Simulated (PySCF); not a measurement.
# C3H8Te: the cost of one run

Programs: PySCF 2.14.0, with routines of our own; each step states its level. All values are computed. Atoms count from 0.

## Step 1: The starting structure

12 atoms, charge 0, multiplicity 1; geometry from: GFN2-xTB.

## Step 2: Relaxing the molecule at PBE0-D3(BJ)/def2-SVP

What the job is given:

```
{"job": {"xc": "PBE0", "basis": "def2-SVP", "d3": "d3bj", "grid": 1, "maxiter": 30, "shake": 0.01, "kind": "geom"}, "charge": 0, "multiplicity": 1}
C     -1.534580     0.079640     0.508970
C     -0.800580    -0.738360    -0.501290
Te     0.802780     0.340240    -1.484490
C      2.029710     0.488800     0.333100
H     -0.900970     0.435360     1.293160
H     -2.362200    -0.474400     0.950560
H     -1.984370     0.976470     0.027450
H     -0.352350    -1.605560    -0.024680
H     -1.456840    -1.063810    -1.274610
H      2.104780    -0.496960     0.791450
H      2.962950     0.872380     0.085050
H      1.531360     1.157940     1.051020
```

On the command line:

```bash
OMP_NUM_THREADS=1 python heavy_run.py task.json out
```

One launch serves the whole session: the jobs run in the order shown.

**Question.** How long does this first job take on 1 thread of Arm Neoverse N1, shared host, and how much memory does it need?

About 57 s, with a peak of 0.45 GiB.
